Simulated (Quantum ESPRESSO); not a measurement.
Crystal: CaRu3F.

```
CELL_PARAMETERS angstrom
4.11939 0.00000 0.00000
0.00000 4.11939 0.00000
0.00000 0.00000 4.11939
ATOMIC_POSITIONS crystal
Ca 0.50000 0.50000 0.50000
Ru 0.50000 0.00000 0.00000
Ru 0.00000 0.50000 0.00000
Ru 0.00000 0.00000 0.50000
F 0.00000 0.00000 0.00000
```

The cell was built by a generator and needn't be a form met in nature.

Program: Quantum ESPRESSO 7.5. Alike in all runs: no spin polarisation; cell as given; k mesh 7 × 7 × 7.

Order these runs on this cell by their pressure, lowest first.
A. level PBE; potentials or basis SSSP 1.3 efficiency PBE; cutoff (eV) 816; smearing fermi-dirac 0.05 eV
B. level BLYP+D3(BJ); potentials or basis PseudoDojo 0.4 SR PBE stringent; cutoff (eV) 1143; smearing gaussian 0.2 eV; dos occupations tetrahedra_opt
C. level optB86b-vdW; potentials or basis GBRV 1.5 PBE; cutoff (eV) 612; smearing gaussian 0.2 eV

C (17.5 GPa), B (19.4 GPa), A (22.0 GPa).

Caveats: so large a pressure means that the cell lies far from this level's equilibrium, or that cutoff or potentials fall short; an odd number of electrons without spin polarisation forces a metal; a magnetic or distorted state may lie lower; the potentials were made for another functional, which shifts forces and pressure (some runs); pairwise dispersion overbinds metals, which lowers pressure and volume (some runs).
